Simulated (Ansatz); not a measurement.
# TiHCl3O (SMILES Cl[Ti](Cl)(Cl)O) at 4 levels

Aim: a comparison of 4 runs (PBE0/def2-SVP, r2SCAN/6-31G**, B3LYP/6-31G*, MP2/def2-SVPD) of TiHCl3O. 

Program for the calculation: Ansatz 0.2.0.

5 further runs of the same task are left out: 1 for a known fault of the program, 2 that didn't finish, 2 set aside as unsound or not needed. Runs told in other sessions of the task aren't counted.

**1. Starting point**

The species is TiHCl3O (6 atoms), meant as a singlet with charge 0. SMILES: `Cl[Ti](Cl)(Cl)O`. The shape is that of a PBE0-D4/def2-TZVP optimisation.

Bond lengths: Cl1–Ti2 2.179 Å, Ti2–Cl3 2.179 Å, Ti2–Cl4 2.180 Å, Ti2–O5 1.745 Å, O5–H6 0.958 Å. Angles: Cl1–Ti2–Cl3 108.5°, Cl1–Ti2–Cl4 110.3°, Cl1–Ti2–O5 109.1°, Cl3–Ti2–Cl4 110.3°, Cl3–Ti2–O5 109.1°, Cl4–Ti2–O5 109.5°, Ti2–O5–H6 146.9°.

**2. Energy and forces at PBE0/def2-SVP (run 1)**

Contents of run.yaml:

```yaml
crystal:
  periodic: [false, false, false]
  atoms:
    - {symbol: Cl, position_ang: [-1.629250, -0.831330, 1.360800]}
    - {symbol: Ti, position_ang: [-0.080580, -0.347470, -0.093680]}
    - {symbol: Cl, position_ang: [1.757320, -1.362960, 0.488070]}
    - {symbol: Cl, position_ang: [-0.693400, -0.978720, -2.087950]}
    - {symbol: O, position_ang: [0.191890, 1.375840, -0.087440]}
    - {symbol: H, position_ang: [0.454040, 2.144630, 0.420190]}
basis:
  gaussian:
    orbitals: def2-SVP
accuracy: high
hamiltonian:
  xc: {name: PBE0}
output: {forces: true, orbitals: {seedname: orbitals}}
```

Run with:

```bash
$ ansatz run run.yaml --threads 1 --pin off --max-ram 3480MiB --events-out events.jsonl --progress --plain --runs-dir runs
```

The log of the run:

```text
Warning: RAYON_NUM_THREADS=1 ignored (pool sized by the plan → 1); use --threads N
Functional definition: PBE0
  name "PBE0"
  parameter a = 0.25
  parameter kappa = 0.804
  parameter beta = 0.06672455060314922
  exchange = (1 - a)*pbe_x(kappa = kappa, mu = beta*pi^2/3) + a*exact_x
  correlation = pbe_c(beta = beta)
2197 factors; integrals over basis functions are off by at most 5.2e-9 eV
mean field evaluation 1: about -62710.5517 eV, gradient 5.8e1 eV
mean field evaluation 2: about -62503.3033 eV, gradient 3.4e2 eV
mean field evaluation 4: about -62716.0858 eV, gradient 2.1e1 eV
mean field evaluation 8: about -62717.2587 eV, gradient 1.3e0 eV
mean field evaluation 16: about -62717.2631 eV, gradient 3.2e-4 eV
mean field -62717.26305682 eV, -2304.8169060502 hartree, gradient 4.5e-8 eV, S^2 0.000000; 0 other end points of the search recorded, 0 dependent functions left out
the calculation of the forces begins
reference -62717.26306269 eV, -2304.8169062663 hartree; 41, 41 occupied and 63, 63 virtual orbitals, 2197 factors
Total energy: -62717.26306269 eV, -2304.8169062663 hartree
Atom 0 at    -1.629250    -0.831330     1.360800 Å, force     0.075123     0.034116    -0.065216 eV/Å
Atom 1 at    -0.080580    -0.347470    -0.093680 Å, force     0.064772     0.412510    -0.000270 eV/Å
Atom 2 at     1.757320    -1.362960     0.488070 Å, force    -0.083772     0.059633    -0.024369 eV/Å
Atom 3 at    -0.693400    -0.978720    -2.087950 Å, force     0.027747     0.032576     0.088368 eV/Å
Atom 4 at     0.191890     1.375840    -0.087440 Å, force    -0.161868    -0.754925    -0.157979 eV/Å
Atom 5 at     0.454040     2.144630     0.420190 Å, force     0.077998     0.216090     0.159466 eV/Å
Dipole moment:     0.135204     0.523081     0.188612 e Å
```

Run time: 20 s. Hardware: 1 thread of Arm Neoverse V2, shared host; peak memory 0.46 GiB.

**3. Energy and forces at r2SCAN/6-31G(d,p) (spherical functions) (run 2)**

Contents of job.yaml:

```yaml
crystal:
  periodic: [false, false, false]
  atoms:
    - {symbol: Cl, position_ang: [-1.629250, -0.831330, 1.360800]}
    - {symbol: Ti, position_ang: [-0.080580, -0.347470, -0.093680]}
    - {symbol: Cl, position_ang: [1.757320, -1.362960, 0.488070]}
    - {symbol: Cl, position_ang: [-0.693400, -0.978720, -2.087950]}
    - {symbol: O, position_ang: [0.191890, 1.375840, -0.087440]}
    - {symbol: H, position_ang: [0.454040, 2.144630, 0.420190]}
basis:
  gaussian:
    orbitals: 6-31G_st__st_-spherical.json
hamiltonian:
  xc: {name: r2SCAN}
accuracy: high
output: {forces: true, orbitals: {seedname: orbitals}}
```

The basis set 6-31G** is read from a file made from the Basis Set Exchange's data (not shown).

Run with:

```bash
$ ansatz run job.yaml --threads 1 --pin off --max-ram 3480MiB --events-out events.jsonl --progress --plain --runs-dir runs
```

The log of the run:

```text
Warning: RAYON_NUM_THREADS=1 ignored (pool sized by the plan → 1); use --threads N
Functional definition: r2SCAN
  name "r2SCAN"
  parameter k0 = 0.174
  parameter k1 = 0.065
  parameter a1 = 4.9479
  exchange = r2scan_x(k0 = k0, k1 = k1, a1 = a1)
  correlation = r2scan_c
2303 factors; integrals over basis functions are off by at most 4.0e-9 eV
mean field evaluation 1: about -62739.1566 eV, gradient 6.1e1 eV
mean field evaluation 2: about -62422.9896 eV, gradient 4.0e2 eV
mean field evaluation 4: about -62742.0219 eV, gradient 4.5e1 eV
mean field evaluation 8: about -62746.5374 eV, gradient 3.8e-1 eV
mean field evaluation 16: about -62746.5377 eV, gradient 7.6e-5 eV
mean field -62746.53771088 eV, -2305.8927297441 hartree, gradient 3.7e-8 eV, S^2 0.000000; 0 other end points of the search recorded, 0 dependent functions left out
the calculation of the forces begins
reference -62746.53771266 eV, -2305.8927298095 hartree; 41, 41 occupied and 66, 66 virtual orbitals, 2303 factors
Total energy: -62746.53771266 eV, -2305.8927298095 hartree
Atom 0 at    -1.629250    -0.831330     1.360800 Å, force    -0.136835    -0.042484     0.129943 eV/Å
Atom 1 at    -0.080580    -0.347470    -0.093680 Å, force     0.053196     0.349422    -0.007322 eV/Å
Atom 2 at     1.757320    -1.362960     0.488070 Å, force     0.162891    -0.089039     0.052587 eV/Å
Atom 3 at    -0.693400    -0.978720    -2.087950 Å, force    -0.051993    -0.055452    -0.167461 eV/Å
Atom 4 at     0.191890     1.375840    -0.087440 Å, force    -0.101890    -0.361370    -0.164976 eV/Å
Atom 5 at     0.454040     2.144630     0.420190 Å, force     0.074631     0.198923     0.157230 eV/Å
Dipole moment:     0.146858     0.593396     0.190665 e Å
```

Run time: 37 s. Hardware: 1 thread of Arm Neoverse V2, shared host; peak memory 0.42 GiB.

Run 3 isn't shown in full; the table further down has it.

**4. Energy and forces at MP2/def2-SVPD (run 4)**

Contents of input.yaml:

```yaml
crystal:
  periodic: [false, false, false]
  atoms:
    - symbol: Cl
      position_ang: [-1.629250, -0.831330, 1.360800]
    - symbol: Ti
      position_ang: [-0.080580, -0.347470, -0.093680]
    - symbol: Cl
      position_ang: [1.757320, -1.362960, 0.488070]
    - symbol: Cl
      position_ang: [-0.693400, -0.978720, -2.087950]
    - symbol: O
      position_ang: [0.191890, 1.375840, -0.087440]
    - symbol: H
      position_ang: [0.454040, 2.144630, 0.420190]
basis:
  gaussian:
    orbitals: def2-SVPD
magnetization:
  spin_polarized: false
  initial_magnetization: 0
correlation:
  method: mp2
  frozen_orbitals: {Cl: 5, H: 0, O: 1, Ti: 5}
accuracy: high
output: {forces: true, orbitals: {seedname: orbitals}}
```

Run with:

```bash
$ ansatz run input.yaml --threads 1 --pin off --max-ram 3480MiB --events-out events.jsonl --progress --plain --runs-dir runs
```

The log of the run:

```text
Warning: RAYON_NUM_THREADS=1 ignored (pool sized by the plan → 1); use --threads N
Functional definition: HF
  name "HF"
  exchange = exact_x
  correlation = 0
2920 factors; integrals over basis functions are off by at most 3.6e-9 eV
mean field evaluation 1: about -62632.8371 eV, gradient 5.6e1 eV
mean field evaluation 2: about -62632.9691 eV, gradient 5.7e1 eV
mean field evaluation 4: about -62640.8125 eV, gradient 5.8e0 eV
mean field evaluation 8: about -62640.9228 eV, gradient 9.5e-1 eV
mean field evaluation 16: about -62640.9279 eV, gradient 7.3e-7 eV
mean field -62640.92788777 eV, -2302.0116403297 hartree, gradient 2.8e-8 eV, S^2 0.000000; 0 other end points of the search recorded, 0 dependent functions left out
21 core orbitals not correlated: weight in the atoms' cores, before any rotation towards them, 1.000 or more for the frozen orbitals, at most 0.000 for the correlated occupied ones
reference -62640.92788777 eV, -2302.0116403297 hartree; 20, 20 occupied and 105, 105 virtual orbitals, 2920 factors
second order -26.43027736 eV of doubles, -0.00000000 eV of singles
the calculation of the forces begins
Total energy: -62667.35816514 eV, -2302.9829351078 hartree
Atom 0 at    -1.629250    -0.831330     1.360800 Å, force    -0.127498    -0.040418     0.127257 eV/Å
Atom 1 at    -0.080580    -0.347470    -0.093680 Å, force    -0.028216    -0.052290    -0.072895 eV/Å
Atom 2 at     1.757320    -1.362960     0.488070 Å, force     0.153976    -0.083770     0.054387 eV/Å
Atom 3 at    -0.693400    -0.978720    -2.087950 Å, force    -0.056876    -0.055485    -0.186181 eV/Å
Atom 4 at     0.191890     1.375840    -0.087440 Å, force    -0.056130    -0.243405    -0.067898 eV/Å
Atom 5 at     0.454040     2.144630     0.420190 Å, force     0.114743     0.475368     0.145330 eV/Å
Dipole moment:     0.131681     0.530656     0.171234 e Å
```

Run time: 40 s. Hardware: 1 thread of Arm Neoverse V2, shared host; peak memory 0.78 GiB.

**5. Overview of the runs**

| run | level | Cartesian functions | frozen core orbitals | energy (Eh) | dipole moment (D) | HOMO energy (eV) | LUMO energy (eV) | wall time |
| --- | --- | --- | --- | --- | --- | --- | --- | --- |
| 1 | PBE0/def2-SVP | no | – | -2304.816906 | 2.75 | -9.10 | -3.25 | 20 s |
| 2 | r2SCAN/6-31G** (spherical functions) | no | – | -2305.892730 | 3.08 | -8.34 | -4.25 | 37 s |
| 3 | B3LYP/6-31G* (Cartesian functions) | yes | – | -2306.094452 | 2.97 | -8.96 | -3.53 | 24 s |
| 4 | MP2/def2-SVPD | no | 21 | -2302.982935 | 2.75 | -12.56 | 0.30 | 40 s |

**6. What came out**

| quantity | value |
| --- | --- |
| run 4: total energy | -2302.98294 Eh |
| run 4: dipole moment (correlated density) | 2.75 D |
| run 4: HOMO energy (Hartree–Fock orbitals) | -12.56 eV |
| run 4: LUMO energy (Hartree–Fock orbitals) | 0.30 eV |
| run 4: HOMO–LUMO gap (Hartree–Fock orbitals) | 12.86 eV |
| run 4: correlation energy (21 core orbitals frozen) | -971.3 mEh |
| run 4: largest force on an atom | 0.510 eV/Å |

What this shows: The dipole moment (its size) runs from 2.75 D (PBE0/def2-SVP) to 3.08 D (r2SCAN/6-31G**). The two ends differ in method and basis. Over runs 1, 2, 3 the HOMO–LUMO gap runs from 4.09 eV (r2SCAN/6-31G**) to 5.86 eV (PBE0/def2-SVP). Totals of different functionals can't be ranked against each other. All runs together took 2 min, the longest 40 s.
